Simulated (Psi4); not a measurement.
# doublet AlNH3OF+ at 6 levels

We compute a comparison of 6 runs (U-r2SCAN/cc-pVDZ, UB3LYP/cc-pVDZ, UM06-2X/cc-pVDZ, UM06-L/cc-pVDZ, UPBE0/cc-pVDZ, UTPSS/cc-pVDZ) of doublet AlNH3OF+. 

Program for the calculation: Psi4 1.11.

## (1) The molecule

AlNH3OF+ has 7 atoms, charge +1, and is taken as a doublet. SMILES of the parent species: `[NH2][Al]([OH])[F]`. The shape is that of a PBE0-D4/def2-TZVP optimisation. This is one conformer, not always the lowest. That shape belongs to the parent species and isn't relaxed for this state.

Bond lengths: N1–Al2 1.755 Å, Al2–O3 1.685 Å, Al2–F4 1.644 Å, N1–H5 1.006 Å, N1–H6 1.006 Å, O3–H7 0.954 Å. Angles: N1–Al2–O3 124.9°, N1–Al2–F4 118.1°, O3–Al2–F4 117.0°, Al2–N1–H5 123.7°, Al2–N1–H6 125.7°, Al2–O3–H7 124.9°, H5–N1–H6 110.6°.

## (2) Energy and forces at U-r2SCAN/cc-pVDZ (run 1)

File alfh3no.py:

```python
import psi4

psi4.set_memory('2200 MB')
psi4.set_num_threads(1)
psi4.set_output_file('alfh3no.out', False)

molecule = psi4.geometry("""
1 2
N     -1.07676595     1.75139817    -1.00306663
Al    -0.25190049    -1.19052746     0.28686043
O      2.58590123    -1.89766297     1.54768570
F     -2.39163738    -3.44326997     0.27684488
H     -2.78394453     2.13576847    -1.74818564
H      0.05593589     3.27357257    -1.10870232
H      3.97825144    -0.75778018     1.66201413
units bohr
symmetry c1
""")

psi4.set_options({
    'reference': 'uks',
    'puream': True,
    'e_convergence': 1e-09,
    'd_convergence': 1e-08,
    'scf_type': 'pk',
    'dft_radial_points': 99,
    'dft_spherical_points': 590,
    'maxiter': 100,
})

result, w = psi4.gradient('r2scan/cc-pVDZ', molecule=molecule, return_wfn=True)
psi4.oeprop(w, 'DIPOLE', 'LOWDIN_CHARGES', 'MULLIKEN_CHARGES', title='R2SCAN')
print('gradient / Eh bohr^-1')
print(result.np.round(6))
print(f'energy = {w.energy():.10f} Eh')
```

Run with:

```bash
$ python alfh3no.py
```

alfh3no.out:

```text
[...]
  Running in c1 symmetry.
[...]
  Nuclear repulsion =  160.681135616105109
[...]
  Multiplicity = 2
[...]
  Nalpha       = 20
  Nbeta        = 19
[...]
    Number of basis functions: 75
[...]
   @UKS iter   1:  -473.39143151651791   -1.26968e-01   1.21266e-02 DIIS/ADIIS
[...]
   @UKS iter  17:  -473.71809373361498   -1.02318e-12   2.07093e-09 DIIS
[...]
   @S^2 Observed:                7.588872866E-01
[...]
  @UKS Final Energy:  -473.71809373361498
   => Energetics <=
    Nuclear Repulsion Energy =            160.6811356161051094
    One-Electron Energy =                -966.8960286022049786
    Two-Electron Energy =                 377.9754080348243406
    DFT Exchange-Correlation Energy =     -45.4786087823395135
    Empirical Dispersion Energy =           0.0000000000000000
    VV10 Nonlocal Energy =                  0.0000000000000000
    Total Energy =                       -473.7180937336149782
[...]
  -Total Gradient:
     Atom            X                  Y                   Z
    ------   -----------------  -----------------  -----------------
       1        0.005340161162    -0.030085707901     0.012087430743
       2       -0.004017224027     0.057937116154    -0.021011560278
       3       -0.006138243882     0.000443861020    -0.002359739830
       4        0.013619852267     0.003557724606     0.003702698605
       5        0.020217030395    -0.006104273878     0.009339352712
       6       -0.011213064619    -0.019184222641     0.002432865243
       7       -0.017742638170    -0.006905042420    -0.004052485895
[...]
 Multipole Moments:
 ------------------------------------------------------------------------------------
     Multipole            Electronic (a.u.)      Nuclear  (a.u.)        Total (a.u.)
 ------------------------------------------------------------------------------------
 L = 1.  Multiply by 2.5417464519 to convert [e a0] to [Debye]
 Dipole X            :         -1.5981727            2.1020419            0.5038693
 Dipole Y            :         -2.1413751            5.2268855            3.0855104
 Dipole Z            :          0.1474361           -1.0084989           -0.8610628
 Magnitude           :                                                    3.2427902
[...]
```

On the terminal:

```text
gradient / Eh bohr^-1
[[ 0.00534  -0.030086  0.012087]
 [-0.004017  0.057937 -0.021012]
 [-0.006138  0.000444 -0.00236 ]
 [ 0.01362   0.003558  0.003703]
 [ 0.020217 -0.006104  0.009339]
 [-0.011213 -0.019184  0.002433]
 [-0.017743 -0.006905 -0.004052]]
energy = -473.7180937336 Eh
```

It took 2.3 min on 1 thread of AMD EPYC 7R43 (Zen 3), shared host; peak memory 1.2 GiB.

## (3) Energy and gradient at UB3LYP/cc-pVDZ (run 2)

File input.dat:

```
memory 2.2 GB

molecule {
  1 2
  N     -0.569800     0.926800    -0.530800
  Al    -0.133300    -0.630000     0.151800
  O      1.368400    -1.004200     0.819000
  F     -1.265600    -1.822100     0.146500
  H     -1.473200     1.130200    -0.925100
  H      0.029600     1.732300    -0.586700
  H      2.105200    -0.401000     0.879500
  symmetry c1
  no_reorient
  no_com
}

set {
  reference uks
  puream true
  e_convergence 1e-09
  d_convergence 1e-08
  scf_type pk
  dft_radial_points 99
  dft_spherical_points 590
  maxiter 100
}

E, wfn = gradient('b3lyp/cc-pVDZ', return_wfn=True)
print_variables()
```

Run with:

```bash
$ psi4 input.dat output.dat -n 1
```

output.dat:

```text
[...]
  Running in c1 symmetry.
[...]
  Nuclear repulsion =  160.681135521526301
[...]
  Multiplicity = 2
[...]
  Nalpha       = 20
  Nbeta        = 19
[...]
    Number of basis functions: 75
[...]
   @UKS iter   1:  -473.54182183308899   -1.89542e-01   1.20442e-02 ADIIS/DIIS
[...]
   @UKS iter  15:  -473.86406593404109   -2.21689e-12   4.18276e-09 DIIS
[...]
   @S^2 Observed:                7.585192259E-01
[...]
  @UKS Final Energy:  -473.86406593404109
   => Energetics <=
    Nuclear Repulsion Energy =            160.6811355215263006
    One-Electron Energy =                -966.9432167732551306
    Two-Electron Energy =                 369.2310570713833613
    DFT Exchange-Correlation Energy =     -36.8330417536955679
    Empirical Dispersion Energy =           0.0000000000000000
    VV10 Nonlocal Energy =                  0.0000000000000000
    Total Energy =                       -473.8640659340410934
[...]
 Multipole Moments:
 ------------------------------------------------------------------------------------
     Multipole            Electronic (a.u.)      Nuclear  (a.u.)        Total (a.u.)
 ------------------------------------------------------------------------------------
 L = 1.  Multiply by 2.5417464519 to convert [e a0] to [Debye]
 Dipole X            :         10.5543253          -10.3993518            0.1549734
 Dipole Y            :         46.6302792          -44.7362425            1.8940368
 Dipole Z            :        -10.9946761           10.3859348           -0.6087413
 Magnitude           :                                                    1.9954844
[...]
  -Total Gradient:
     Atom            X                  Y                   Z
    ------   -----------------  -----------------  -----------------
       1        0.005825437899    -0.031377804778     0.012697708450
       2       -0.006541409098     0.060882236244    -0.022914417306
       3       -0.004542973208    -0.000610372615    -0.001428883346
       4        0.013992583013     0.003352444424     0.003905939309
       5        0.021252506980    -0.005817564643     0.009616347919
       6       -0.012296864916    -0.019647633806     0.002198469059
       7       -0.017719897328    -0.006803070949    -0.004078786645
[...]
```

It took 60 s on 1 thread of AMD EPYC 7R43 (Zen 3), shared host; peak memory 1 GiB.

Runs 3 to 5 aren't shown in full; the table further down has their settings and results.

## (4) A single-point energy at UTPSS/cc-pVDZ (run 6)

File job.json:

```json
{
 "schema_name": "qcschema_input",
 "schema_version": 1,
 "molecule": {
  "schema_name": "qcschema_molecule",
  "schema_version": 2,
  "symbols": ["N", "Al", "O", "F", "H", "H", "H"],
  "geometry": [-1.07676595, 1.75139817, -1.00306663, -0.25190049, -1.19052746, 0.28686043, 2.58590123, -1.89766297, 1.5476857, -2.39163738, -3.44326997, 0.27684488, -2.78394453, 2.13576847, -1.74818564, 0.05593589, 3.27357257, -1.10870232, 3.97825144, -0.75778018, 1.66201413],
  "molecular_charge": 1,
  "molecular_multiplicity": 2,
  "fix_symmetry": "c1",
  "fix_com": true,
  "fix_orientation": true
 },
 "driver": "energy",
 "model": {
  "method": "tpss",
  "basis": "cc-pVDZ"
 },
 "keywords": {
  "reference": "uks",
  "puream": true,
  "e_convergence": 1e-09,
  "d_convergence": 1e-08,
  "scf_type": "pk",
  "dft_radial_points": 99,
  "dft_spherical_points": 590,
  "maxiter": 100,
  "scf_properties": ["LOWDIN_CHARGES", "DIPOLE", "WIBERG_LOWDIN_INDICES"]
 }
}
```

Run with:

```bash
$ psi4 --qcschema job.json -n 1 --memory 2200MB
```

stdout:

```text
[...]
  Running in c1 symmetry.
[...]
  Nuclear repulsion =  160.681135616105109
[...]
  Multiplicity = 2
[...]
  Nalpha       = 20
  Nbeta        = 19
[...]
    Number of basis functions: 75
[...]
   @UKS iter   1:  -473.52614344711219   -5.58588e-02   1.27386e-02 ADIIS/DIIS
[...]
   @UKS iter  17:  -473.88880378932123   -1.02318e-12   1.46313e-09 DIIS
[...]
   @S^2 Observed:                7.564929338E-01
[...]
    Orbital Energies [Eh]
    ---------------------
    Alpha Occupied:
       1A    -55.918513     2A    -24.588863     3A    -19.151109
       4A    -14.451116     5A     -4.266513     6A     -2.838473
       7A     -2.835165     8A     -2.834363     9A     -1.263536
      10A     -1.169411    11A     -1.117565    12A     -0.754041
      13A     -0.716668    14A     -0.689350    15A     -0.594949
      16A     -0.576583    17A     -0.543607    18A     -0.538795
      19A     -0.530267    20A     -0.529657
    Alpha Virtual:
      21A     -0.257768    22A     -0.212870    23A     -0.163236
      24A     -0.159322    25A     -0.129648    26A     -0.093869
[...]
  @UKS Final Energy:  -473.88880378932123
   => Energetics <=
    Nuclear Repulsion Energy =            160.6811356161051094
    One-Electron Energy =                -966.8741626699687686
    Two-Electron Energy =                 377.9409262068510316
    DFT Exchange-Correlation Energy =     -45.6367029423085313
    Empirical Dispersion Energy =           0.0000000000000000
    VV10 Nonlocal Energy =                  0.0000000000000000
    Total Energy =                       -473.8888037893212299
[...]
 Multipole Moments:
 ------------------------------------------------------------------------------------
     Multipole            Electronic (a.u.)      Nuclear  (a.u.)        Total (a.u.)
 ------------------------------------------------------------------------------------
 L = 1.  Multiply by 2.5417464519 to convert [e a0] to [Debye]
 Dipole X            :         10.6910498          -10.3993518            0.2916980
 Dipole Y            :         46.3976849          -44.7362424            1.6614425
 Dipole Z            :        -10.8669098           10.3859349           -0.4809749
 Magnitude           :                                                    1.7540854
[...]
```

The result, in JSON:

```text
{
 "driver": "energy",
 "model": {
  "method": "tpss",
  "basis": "cc-pVDZ"
 },
 "success": true,
 "return_result": -473.88880378932123,
 "properties": {
  "calcinfo_nbasis": 75,
  "calcinfo_nmo": 75,
  "calcinfo_nalpha": 20,
  "calcinfo_nbeta": 19,
  "calcinfo_natom": 7,
  "nuclear_repulsion_energy": 160.6811356161051,
  "return_energy": -473.88880378932123,
  "scf_one_electron_energy": -966.8741626699688,
  "scf_two_electron_energy": 377.94092620685103,
  "scf_xc_energy": -45.63670294230853,
  "scf_dipole_moment": [0.2916979994024711, 1.6614424513627029, -0.4809749046892051],
  "scf_total_energy": -473.88880378932123,
  "scf_iterations": 17
 }
}
```

Wall time 2.6 min (1 thread of AMD EPYC 7R43 (Zen 3), shared host); peak memory 1.2 GiB.

## (5) Overview of the runs

```tsv
run	level	task	energy (Eh)	HOMO energy (eV)	LUMO energy (eV)	⟨S²⟩	wall time
1	U-r2SCAN/cc-pVDZ	gradient	-473.718094	-13.94	-13.30	0.759	2.3 min
2	UB3LYP/cc-pVDZ	gradient	-473.864066	-14.62	-12.95	0.759	60 s
3	UM06-2X/cc-pVDZ	gradient	-473.734295	-16.17	-11.64	0.754	77 s
4	UM06-L/cc-pVDZ	gradient	-473.822596	-13.98	-13.44	0.758	2.1 min
5	UPBE0/cc-pVDZ	gradient	-473.488406	-14.74	-12.66	0.758	62 s
6	UTPSS/cc-pVDZ	energy	-473.888804	-13.84	-13.33	0.756	2.6 min
```

## (6) Outcome

```
                                 quantity          value
                      run 6: total energy  -473.88880 Eh
run 6: HOMO energy (highest over α and β)      -13.84 eV
 run 6: LUMO energy (lowest over α and β)      -13.33 eV
                              run 6: ⟨S²⟩          0.756
```

Totals of different functionals can't be ranked against each other. All runs together took 10 min, the longest 2.6 min.
